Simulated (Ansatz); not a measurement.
What does this script print? It uses the Ansatz DFT code, driven from Python.

`run_cohesive.py`:
```python
"""Cohesive energy of LiZn from free atoms."""

from collections import Counter
import logging
import sys
import warnings

import ansatz as az

logging.basicConfig(stream=sys.stdout, format="%(levelname)s:%(name)s:%(message)s")
log = logging.getLogger("calc")
log.setLevel(logging.INFO)

PHASES = {
    "LiZn": (
        [(0.0, 3.117, 3.117), (3.117, 0.0, 3.117), (3.117, 3.117, 0.0)],
        [
            ("Li", (0.0, 0.0, 0.0)),
            ("Li", (0.25, 0.25, 0.25)),
            ("Zn", (0.5, 0.5, 0.5)),
            ("Zn", (0.75, 0.75, 0.75)),
        ],
    ),
}


def build(vectors, sites):
    crystal = az.Crystal(lattice=az.Lattice.of(vectors))
    for symbol, position in sites:
        crystal = crystal.atom(symbol, position)
    return crystal


def counts(outcome):
    return Counter(site.symbol for site in outcome.lattice.sites)

UNPAIRED = {"Li": 1, "Zn": 0}  # unpaired electrons of the free atoms


def run_phase(name, crystal):
    calc = crystal.calculation()
    calc = calc.functional(az.Functional.PBESOL)
    calc = calc.basis(500)
    calc = calc.kpoints(spacing=0.33)
    calc = calc.occupations("cold", width=0.02)
    if name.endswith(" atom"):
        calc = calc.kpoints(1, 1, 1).occupations("fermi_dirac", width=0.01)
        if UNPAIRED[name.split()[0]]:
            calc = calc.spin("collinear")
        return calc.run()
    calc = calc.relax(force_tolerance=0.01, cell=True)
    return calc.run()


def main() -> None:
    warnings.simplefilter("ignore", az.DeckWarning)

    phases = {name: build(*cell) for name, cell in PHASES.items()}
    # a box with unlike edges lets an open shell break the spherical symmetry
    for element, moment in UNPAIRED.items():
        phases[f"{element} atom"] = az.Lattice.orthorhombic(9.0, 9.5, 10.0).atom(element, (0.5, 0.5, 0.5), moment=moment or None)

    done = {}
    for name, crystal in phases.items():
        done[name] = run_phase(name, crystal)
        log.info(f"{name}: {done[name].report['energy_sigma0_ev']:.4f} eV, {len(done[name].lattice.sites)} atoms")

    print({element: round(done[f"{element} atom"].report["magnetization_mub"], 2) for element in UNPAIRED}, "muB on the free atoms")
    solid = done["LiZn"]
    n = counts(solid)
    binding = (sum(k * done[f"{e} atom"].report["energy_sigma0_ev"] for e, k in n.items()) - solid.report["energy_sigma0_ev"]) / sum(n.values())
    log.info(f"cohesive energy {binding:.3f} eV/atom = {96.4853 * binding:.0f} kJ/mol of atoms (no zero-point energy)")


if __name__ == "__main__":
    main()
```

```console
$ python run_cohesive.py
INFO:calc:LiZn: -6968.5675 eV, 4 atoms
INFO:calc:Li atom: -201.3540 eV, 1 atoms
INFO:calc:Zn atom: -3279.3273 eV, 1 atoms
{'Li': 1.0, 'Zn': 0.0} muB on the free atoms
INFO:calc:cohesive energy 1.801 eV/atom = 174 kJ/mol of atoms (no zero-point energy)
```

What to keep in mind:
- Absolute energies stand on the zero of these potentials, so only differences at equal settings mean something.
- Other magnetic orders than the one started from may lie lower.
- For the metals among these phases the mesh is modest: differences between phases can be off by up to 40 meV an atom.
- The cells come from databases of deposited and of computed structures, and not all need be stable phases.
- Free atoms in a box carry small image and symmetry errors, and spin-orbit coupling is left out.
- It ran for 25 s on 1 thread of Arm Neoverse V2, on a shared host, peak memory 0.8 GiB.

(Lines on the test bed's own set-up are left out of the output.)
